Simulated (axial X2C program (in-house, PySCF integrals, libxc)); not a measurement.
# MoSH⁺: Ω levels from open-shell CI on d4 s0 p(π)0

Aim: the spin–orbit levels of MoSH⁺ that arise from the configuration d4 s0 p(π)0 of Mo, and how they move with the bond.

Computed with an in-house X2C program for linear molecules on PySCF integrals. Level: two-component X2C, average-of-configuration Hartree–Fock and CI in the open shells.

All values are calculated.

### 1 Input

task.json

```json
{"zs": [42, 16, 1], "q": 1, "bas": ["dyall-v3z", "dyall-v3z", "dyall-v3z"], "r0": 2.41, "metal": 0, "shells": [[2, [0, 1, 2], 4], [0, [0], 0], [1, [1], 0]], "fix": 0, "emax": 3.2, "nroots": 4, "r2": 1.34}
```

Keys: zs atomic numbers; q charge; bas basis sets; r0 starting distance in Å; metal index of the metal atom; shells open shells as [l, |m| values, electrons]; fix electron count of the first shell held; emax energy window in eV; nroots roots for each Ω; r2 second bond in Å, held.

Command:

```
> python soci.py task.json out
```

Two-component X2C with atomic mean-field Coulomb and Gaunt terms, basis Mo dyall-v3z, S dyall-v3z, H dyall-v3z (cores contracted in-house). Orbitals come from Hartree–Fock averaged over the configuration Mo d4 s0 p(π)0; CI then distributes these electrons over the d, s, p(π) shells of Mo.

### 2 CI at Mo–S–H held linear, bonds 2.252 and 1.340 Å (the second held)

Output:

```text
average of configuration d4 s0 p(π)0
basis functions 194  fitting functions 1060
iter      average energy  largest gradient
   1      -4441.690893174   4.48e+00
   2      -4443.304625154   4.22e-01
   3      -4443.394427424   1.13e-01
   4      -4443.396524774   1.25e-02
   5      -4443.396695098   1.06e-02
   6      -4443.396749845   9.68e-04
   7      -4443.396751954   8.94e-04
   8      -4443.396752512   2.83e-04
   9      -4443.396752563   7.42e-05
  10      -4443.396752567   1.13e-05
converged
CI levels
2*Omega        energy/Eh    cm-1   g(par)  dipole/D  leading shell counts
    2     -4443.50495717        0   5.719   -1.009  {'4 0 0': 1.0}
    0     -4443.50476469       42   0.000   -1.030  {'4 0 0': 1.0}
    0     -4443.50388723      235   0.000   -0.998  {'4 0 0': 1.0}
    2     -4443.50347702      325   2.307   -1.015  {'4 0 0': 1.0}
    4     -4443.50262561      512   6.050   -1.026  {'4 0 0': 1.0}
    6     -4443.50148891      761   9.999   -1.020  {'4 0 0': 1.0}
    4     -4443.49309013     2605   7.947   -1.414  {'4 0 0': 1.0}
    2     -4443.49287170     2652   3.971   -1.399  {'4 0 0': 1.0}
    0     -4443.49280421     2667   0.000   -1.394  {'4 0 0': 1.0}
    0     -4443.47294950     7025   0.000   -1.877  {'4 0 0': 1.0}
    0     -4443.47294365     7026   0.000   -1.877  {'4 0 0': 1.0}
    2     -4443.47137355     7371   0.010   -1.875  {'4 0 0': 1.0}
    4     -4443.46991162     7692   4.004   -1.875  {'4 0 0': 1.0}
    6     -4443.46853857     7993   7.996   -1.877  {'4 0 0': 1.0}
    8     -4443.46724413     8277  11.985   -1.880  {'4 0 0': 1.0}
    0     -4443.44333205    13525   0.000   -0.799  {'4 0 0': 0.999}
    0     -4443.44120037    13993   0.000   -0.987  {'4 0 0': 0.999}
    0     -4443.44100905    14035   0.000   -0.995  {'4 0 0': 0.999}
    6     -4443.44085212    14069   7.596   -0.627  {'4 0 0': 1.0}
    4     -4443.44067620    14108   5.409   -0.874  {'4 0 0': 1.0}
    8     -4443.43821270    14649   6.437   -1.011  {'4 0 0': 1.0}
    8     -4443.43667357    14987   9.586   -0.935  {'4 0 0': 1.0}
   10     -4443.43613287    15105  10.079   -1.021  {'4 0 0': 1.0}
    6     -4443.43605970    15121   6.327   -0.950  {'4 0 0': 1.0}
   12     -4443.43429459    15509  13.979   -1.021  {'4 0 0': 1.0}
    8     -4443.42916145    16635   9.851   -1.184  {'4 0 0': 1.0}
   10     -4443.42660374    17197  11.877   -1.408  {'4 0 0': 1.0}
   10     -4443.41189318    20425  10.138   -1.040  {'4 0 0': 1.0}
   12     -4443.40523322    21887  12.026   -1.361  {'4 0 0': 1.0}
   10     -4443.40436496    22077  11.916   -1.768  {'4 0 0': 1.0}
```

Dipoles in the output refer to the first atom as origin, so for this ion they depend on that choice.

Run time: 1 s. Hardware: 1 thread of Arm Neoverse V2, shared host; peak memory 0.35 GiB.

Active spinors (ω > 0; filled shells left out):

```csv
shell,ω,ε (eV),character
d,3/2,-9.31,100% Mo d
d,5/2,-9.16,100% Mo d
d,1/2,-8.96,"81% Mo d, 9% Mo s, 3% S p"
d,1/2,-8.71,"83% Mo d, 8% S p, 3% Mo p"
d,3/2,-8.65,"83% Mo d, 9% S p, 3% Mo p"
s,1/2,-1.63,"87% Mo s, 7% Mo p"
p(π),1/2,-2.93,"89% Mo p, 5% Mo d"
p(π),3/2,-2.89,"89% Mo p, 5% Mo d"
```

The levels:

```csv
Ω,energy (cm⁻¹),g∥,configuration
1,0,5.72,100% d4
0,42,0.00,100% d4
0,235,0.00,100% d4
1,325,2.31,100% d4
2,512,6.05,100% d4
3,761,10.00,100% d4
2,2605,7.95,100% d4
1,2652,3.97,100% d4
0,2667,0.00,100% d4
0,7025,0.00,100% d4
0,7026,0.00,100% d4
1,7371,0.01,100% d4
2,7692,4.00,100% d4
3,7993,8.00,100% d4
4,8277,11.98,100% d4
0,13525,0.00,100% d4
0,13993,0.00,100% d4
0,14035,0.00,100% d4
3,14069,7.60,100% d4
2,14108,5.41,100% d4
```

g∥ is the magnitude of 2⟨Lz + ge Sz⟩ for the +Ω component.

### 3 The same at Mo–S–H held linear, bonds 2.094 and 1.340 Å (the second held)

```csv
Ω,energy (cm⁻¹),g∥,configuration
1,0,5.90,100% d4
0,83,0.00,100% d4
0,199,0.00,100% d4
1,318,2.10,100% d4
2,509,6.01,100% d4
3,728,10.00,100% d4
2,4509,7.99,100% d4
1,4523,3.99,100% d4
0,4527,0.00,100% d4
0,8400,0.00,100% d4
```

### 4 Curves along the Mo–S bond, the other held

The same input was run at the other distances (logs left out). Energies in cm⁻¹ from the lowest point; levels are followed by energy order within each Ω.

```csv
R (Å),(1)Ω=1,(1)Ω=0,(2)Ω=0,(2)Ω=1,(1)Ω=2,(1)Ω=3,(2)Ω=2
2.094,1838,1920,2037,2156,2347,2566,6347
2.173,358,423,572,678,868,1100,3752
2.252,0,42,235,325,512,761,2605
2.342,592,608,859,929,1105,1383,2609
2.432,1928,1922,2229,2283,2440,2750,3615
2.533,4085,4060,4422,4462,4593,4942,5569
2.657,7310,7275,7674,7706,7813,8193,8700
```

Constants where the minimum is well bracketed:

```csv
level of the curve,Te (cm⁻¹),Re (Å),ωe (cm⁻¹)
(1)Ω=1,0,2.243,428.9
(1)Ω=0,45,2.245,426.8
(2)Ω=0,232,2.240,432.2
(2)Ω=1,324,2.242,430.7
(1)Ω=2,512,2.243,428.9
(1)Ω=3,759,2.241,431.8
(2)Ω=2,2460,2.296,448.4
```

### 5 Summary of results

| quantity | value |
| --- | --- |
| lowest level of the model | Ω = 1, g∥ = 5.72, 100% d4 |
| next level | Ω = 0, 42 cm⁻¹ higher |
| lowest curve, Re and ωe | 2.243 Å, 428.9 cm⁻¹ |

In the lowest level ⟨Sz⟩ = 1.86 and ⟨Lz⟩ = -0.86; its leading determinant has weight 0.73 among 269. From 2.252 to 2.094 Å the gap from the lowest to the fifth level goes from 512 to 509 cm⁻¹. Without dynamic correlation distances can be off by several hundredths of an Å, and the wavenumbers are rough. Dynamic correlation is missing, so gaps between terms are too wide and other configurations may lie lower; the lowest level listed is that of this model, not necessarily the ground state. For d shells the ligand-field splittings (σ, π, δ) and their order can be off by a thousand cm⁻¹ or more. At most 4 roots were kept for each Ω > 0 (twice that for Ω = 0) within 3.2 eV of the lowest, so higher up levels can be missing between those listed; levels with Ω > 0 are doubly degenerate and listed once, Ω = 0 levels singly. Some active spinors are only partly of the character that their shell is named for, so the shell names and counts are nominal. States that fill the shells left empty in the average are placed too high. The molecule was held linear; bending was not examined. Hydrosulfides and their kin are strongly bent in nature, so this linear model does not describe the real molecule.
